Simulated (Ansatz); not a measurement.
# F2H4OSi2: the cost of one run

Method: Hartree-Fock/def2-SVP; program: Ansatz 0.2.0, Gaussian basis.

1 further run of the same task is left out (it didn't finish).

## (1) Where the work starts

The start, a first-order saddle point found at PBE0-D4 in triple zeta: 9 atoms, charge 0, spin multiplicity 1.

Atoms are counted from 1 here; the program's logs count them from 0.

Bond lengths: Si1–F2 1.602 Å, Si1–F3 1.595 Å, Si1–H4 1.645 Å, Si1–O5 1.805 Å, H4–O5 1.243 Å, O5–Si6 1.691 Å, Si6–H7 1.480 Å, Si6–H8 1.481 Å, Si6–H9 1.479 Å. Angles: F2–Si1–F3 103.2°, F2–Si1–H4 120.6°, F2–Si1–O5 101.9°, F3–Si1–H4 126.2°, F3–Si1–O5 103.2°, H4–Si1–O5 41.9°, Si1–H4–O5 75.9°, Si1–O5–H4 62.2°, Si1–O5–Si6 139.9°, H4–O5–Si6 130.0°, O5–Si6–H7 107.1°, O5–Si6–H8 108.9°, O5–Si6–H9 107.8°, H7–Si6–H8 110.4°, H7–Si6–H9 111.4°, H8–Si6–H9 111.0°.

Geometry (Å):

```mol
F2H4OSi2
  3D, bonds by distance, orders not assigned

  9  9  0  0  0  0  0  0  0  0999 V2000
   -1.4349   -1.1942    0.0167 Si  0  0
   -0.4134   -2.0577    0.8982 F   0  0
   -1.4345   -1.9509   -1.3879 F   0  0
   -1.5724    0.4296    0.2446 H   0  0
   -0.4715    0.2954   -0.3159 O   0  0
    1.0298    0.9769    0.0618 Si  0  0
    1.0080    2.3738   -0.4259 H   0  0
    1.2160    0.9450    1.5308 H   0  0
    2.0727    0.1822   -0.6226 H   0  0
  1  2  8  0
  1  3  8  0
  1  4  8  0
  1  5  8  0
  4  5  8  0
  5  6  8  0
  6  7  8  0
  6  8  8  0
  6  9  8  0
M  END
```

## (2) Dynamics

File md/in.yaml:

```yaml
crystal:
  periodic: [false, false, false]
  atoms:
    - {symbol: Si, position_ang: [-1.434908, -1.194207, 0.016708]}
    - {symbol: F, position_ang: [-0.413380, -2.057695, 0.898244]}
    - {symbol: F, position_ang: [-1.434493, -1.950851, -1.387869]}
    - {symbol: H, position_ang: [-1.572398, 0.429579, 0.244586]}
    - {symbol: O, position_ang: [-0.471487, 0.295378, -0.315882]}
    - {symbol: Si, position_ang: [1.029752, 0.976880, 0.061792]}
    - {symbol: H, position_ang: [1.008039, 2.373838, -0.425879]}
    - {symbol: H, position_ang: [1.216036, 0.945049, 1.530789]}
    - {symbol: H, position_ang: [2.072738, 0.182229, -0.622588]}
basis:
  gaussian: {orbitals: def2-SVP}
hamiltonian: {xc: hf}
md: {n_steps: 60, timestep: 0.5, temperature: 500, ensemble: nve, seed: 918, initial_velocities: maxwell_boltzmann}
```

Started as:

```sh
$ ansatz run in.yaml --threads 4 --pin off --events-out ev --progress --plain --max-ram 9574MiB
```

**Question.** How long does this run take on 4 threads of Arm Neoverse V2, shared host?

About 29 s.
